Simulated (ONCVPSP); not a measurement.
# F: the cost of one run

Program: ONCVPSP 4.0.1.1 (patched build). Reference atom: PBE, scalar-relativistic, spherical and spin-unpolarised. All values are calculated.

**1. The design**

The settings as typed:

```json
{
 "element": "fluorine (F, Z = 9)",
 "type": "optimised norm-conserving Vanderbilt (ONCV)",
 "frozen core": "[He]",
 "valence charge": "7",
 "reference configuration": "2s2 2p5",
 "partial waves": "2s: rc 0.85 bohr, ncon 4, nbas 9, qcut 6 1/bohr, 1 projector; 2p: rc 1.05 bohr, ncon 4, nbas 7, qcut 16.4 1/bohr, 2 projectors, debl 0.9 Ha; d scattering state at 0.45 Ha: rc 1.10 bohr, ncon 4, nbas 7, qcut 8.3 1/bohr, 1 projector",
 "local potential": "polynomial inside 0.75 bohr (lpopt 5, dvloc0 0 Ha)",
 "core correction": "Teter function, fcfact 5.25, rcfact 1.75"
}
```

The outer shells as boxes (Hund's rule for the drawing; the calculation is spin-unpolarised):

```
[He] core
2s [↑↓]
2p [↑↓][↑↓][↑ ]
```

The nodes and maxima of the atom's own shells, from an earlier all-electron run, set the scale for the radii.

All-electron outer shells of the reference configuration (PBE, scalar-relativistic, ld1.x):

| shell | level (eV) | outermost node (bohr) | outermost maximum (bohr) |
| --- | --- | --- | --- |
| 1s | -663.37 | – | 0.11 |
| 2s | -29.90 | 0.24 | 0.76 |
| 2p | -11.11 | – | 0.71 |

**2. Generating the potential**

F.dat reads:

```
# ATOM AND REFERENCE CONFIGURATION
# atsym  z   nc   nv     iexc    psfile
  F 9.00    1    2        4      upf
#
#   n    l    f
    1    0    2.00
    2    0    2.00
    2    1    5.00
#
# PSEUDOPOTENTIAL AND OPTIMIZATION
# lmax
    2
#
#   l,   rc,      ep,       ncon, nbas, qcut
    0    0.85    0.00    4    9    6.00
    1    1.05    0.00    4    7   16.40
    2    1.10    0.45    4    7    8.30
#
# LOCAL POTENTIAL
# lloc, lpopt,  rc(5),   dvloc0
    4    5    0.75    0.00
#
# VANDERBILT-KLEINMAN-BYLANDER PROJECTORs
# l, nproj, debl
    0    1    3.70
    1    2    0.90
    2    1    0.80
#
# MODEL CORE CHARGE
# icmod, fcfact, rcfact
    3    5.25    1.75
#
# LOG DERIVATIVE ANALYSIS
# epsh1, epsh2, depsh
   -3.00    5.00    0.02
#
# OUTPUT GRID
# rlmax, drl
    6.00    0.01
#
# TEST CONFIGURATIONS
# ncnf
    4
# nvcnf
#   n    l    f
    2
    2    0    2.00
    2    1    4.00
#
    2
    2    0    2.00
    2    1    3.00
#
    2
    2    0    2.00
    2    1    2.00
#
    2
    2    0    1.00
    2    1    5.00
#
```

Command:

```bash
oncvpsp.x < F.dat > F.out
```

**Question.** How long does this run take on 1 thread of Neoverse-N1, shared host?

About 3.2 s.
